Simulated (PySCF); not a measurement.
# [HfO(H2O)3]2+: how tightly the ligands are held

Aim: take one ligand of each kind off [HfO(H2O)3]2+, with both parts rigid, and scan its distance from the metal. The species was built from a template and needn't be a known compound.

Method: PBE0, Hf def2-SVP with ECP60, O def2-SVP, H def2-SVP; scalar-relativistic core potentials, no spin–orbit coupling; program: PySCF 2.14.0.

4 further runs of the same task are left out: 2 for a known fault of the program, 2 that didn't finish.

## Step 1: The system as given

11 atoms, charge 2, spin multiplicity 1.

Bond lengths: Hf1–O2 1.711 Å, Hf1–O3 2.175 Å, Hf1–O6 2.174 Å, Hf1–O9 2.175 Å, O3–H4 0.979 Å, O3–H5 0.976 Å, O6–H7 0.976 Å, O6–H8 0.979 Å, O9–H10 0.979 Å, O9–H11 0.976 Å. Angles: O2–Hf1–O3 94.3°, O2–Hf1–O6 94.3°, O2–Hf1–O9 94.5°, O3–Hf1–O6 119.2°, O3–Hf1–O9 119.9°, O6–Hf1–O9 119.2°, Hf1–O3–H4 118.9°, Hf1–O3–H5 134.5°, H4–O3–H5 106.7°, Hf1–O6–H7 134.5°, Hf1–O6–H8 118.8°, H7–O6–H8 106.7°, Hf1–O9–H10 119.1°, Hf1–O9–H11 134.2°, H10–O9–H11 106.7°.

Coordinates:

```
Hf   -0.0631   -0.0813   -0.0765
O     0.8749    0.9791    0.8837
O    -1.0149   -1.0457    1.6253
H    -0.7792   -0.7505    2.5283
H    -1.6731   -1.7597    1.7272
O     1.6609   -1.0279   -1.0032
H     1.7800   -1.7404   -1.6601
H     2.5571   -0.7296   -0.7462
O    -1.0943    1.5151   -1.1343
H    -0.8821    2.4458   -0.9167
H    -1.7727    1.5391   -1.8362
```

Formal oxidation states: Hf +4. An earlier session relaxed this geometry at PBE0, Hf def2-SVP with ECP60, O def2-SVP, H def2-SVP (singlet, point group C3v).

## Step 2: Rigid scan of O

Atom 2 moves along the line from atom 1; the distance is to the donor, the donors' midpoint or the ring centre. Each point starts from the density of the one before.

```
distance (Å)  energy from the relaxed point (eV)
        1.41                               4.250
        1.51                               1.588
        1.61                               0.337
        1.71                               0.000
        1.81                               0.241
        1.91                               0.831
        2.01                               1.618
        2.16                               2.958
```

It took 22 s on 2 threads of Intel Xeon Platinum 8259CL at 2.50GHz (Skylake/Cascade Lake), shared host.

## Step 3: H2O taken off

The ligand (atoms 3, 4, 5) keeps its formal charge and a closed shell where it can; ligand and rest are solved at the complex's geometry, in vacuum, with the settings of the relaxation.

```
   part  charge    state  energy (Eh)
complex       2  singlet  -351.479456
 ligand       0  singlet   -76.275525
   rest       2  singlet  -275.085515
```

Run time: 2.3 s. Hardware: 2 threads of Intel Xeon Platinum 8259CL at 2.50GHz (Skylake/Cascade Lake), shared host.

## Step 4: Rigid scan of H2O

Atoms 3, 4, 5 move together along the line from atom 1; the distance is to the donor, the donors' midpoint or the ring centre. Each point starts from the density of the one before.

```
distance (Å)  energy from the relaxed point (eV)
        1.88                               0.843
        1.98                               0.314
        2.08                               0.066
        2.18                               0.000
        2.28                               0.049
        2.38                               0.167
        2.58                               0.502
        2.88                               1.039
        3.28                               1.624
        3.78                               2.112
```

It took 29 s on 2 threads of Intel Xeon Platinum 8259CL at 2.50GHz (Skylake/Cascade Lake), shared host.

## Step 5: Summary of results

```
                    quantity       value
  stiffness of the O contact  57.7 eV/Å²
              taking off H2O     3.22 eV
stiffness of the H2O contact  11.5 eV/Å²
```

Near 1.71 Å the O contact has a stiffness of about 57.7 eV/Å², and the energy stands 2.96 eV higher at 2.16 Å. Taking off H2O as a fragment of charge +0 costs 3.22 eV. Near 2.18 Å the H2O contact has a stiffness of about 11.5 eV/Å², and the energy stands 2.11 eV higher at 3.78 Å. No counterpoise correction is made, and the parts aren't relaxed; each of these makes the binding look larger. The bases are small and lack diffuse functions. Spin–orbit coupling is left out.
